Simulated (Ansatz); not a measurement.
# TiSiH2 (quintet): wave-function methods side by side at distance Ti1–Si2 = 8.593 Å, def2-SVP

An exercise on one series of results from a longer session: the logs are not shown, and one member is left open.

Computed with Ansatz 0.2.0, Gaussian basis. Level: def2-SVP, core rule «outside noble gas», up to 14 orbitals frozen.

The runs, in order: UHF; CCSD(T) on ROHF; CCSD(T) on UHF; CISD; CCSDT(Q) on ROHF; CCSDT(Q) on UHF; CASSCF and MRCISD+Q, 6 electrons in 6 orbitals; CASSCF and NEVPT2, 6 electrons in 6 orbitals.

12 further runs of the same task are left out: 1 for a mislabelled method, 10 that didn't finish, 1 set aside as unsound or not needed.

## The system

The geometry derives from a PBE0/def2-TZVP stationary point (not a proven minimum). One bond is set to the value named and the two fragments are kept rigid.

4 atoms, charge 0, spin multiplicity 5.

Atoms are counted from 1 here; the program's logs count them from 0.

Bond lengths: Ti1–H3 1.742 Å, Ti1–H4 1.742 Å. Angles: H3–Ti1–H4 122.5°.

Set-up of the first run:

The input, in.yaml:

```yaml
crystal:
  periodic: [false, false, false]
  atoms:
    - {symbol: Ti, position_ang: [0.000000, 0.000000, 1.729508]}
    - {symbol: Si, position_ang: [0.000000, 0.000000, -6.863492]}
    - {symbol: H, position_ang: [0.000000, 1.527869, 2.566992]}
    - {symbol: H, position_ang: [0.000000, -1.527869, 2.566992]}
basis:
  gaussian: {orbitals: def2-SVP}
magnetization: {spin_polarized: true, initial_magnetization: 4}
hamiltonian: {xc: hf}
output: {orbitals: {seedname: orbitals}}
```

Run with:

```sh
> ansatz run in.yaml --threads 1 --pin off --events-out ev --progress --plain --max-ram 2393MiB
```

Steps of the session up to this table: UHF; CCSD(T) on ROHF; CCSD(T) on UHF; CISD; CCSDT(Q) on ROHF; CCSDT(Q) on UHF; CASSCF and MRCISD+Q, 6 electrons in 6 orbitals; CASSCF and NEVPT2, 6 electrons in 6 orbitals.

One of the session's tables, all rows but one given; the rest of the session is left out.

```
       method  from RCCSDT(Q) (meV)
         ROHF               +4166.3
          UHF               +3952.6
         RMP2               +1221.2
         UMP2               +1136.8
         CISD                +409.8
        RCCSD                +115.4
        UCCSD                 +54.9
     RCCSD(T)                 +38.9
     UCCSD(T)                 -17.5
       RCCSDT                  +2.0
       UCCSDT                 -53.3
    RCCSDT(Q)                     0
    UCCSDT(Q)                 -55.5
  CASSCF pair                     ?
  NEVPT2 pair               +1170.6
  MRCISD pair                +354.5
MRCISD+Q pair                  +9.7
```

**Question.** Estimate the row for CASSCF pair.

As computed: from RCCSDT(Q) (meV): +3761.0. In the column «from RCCSDT(Q) (meV)» it lies between RMP2 (+1221.2) and UHF (+3952.6).

Limits of these values: Restricted and unrestricted rows rest on different reference determinants; where their highest levels disagree by more than a few hundredths of an eV, they describe different states and don't form one ladder.
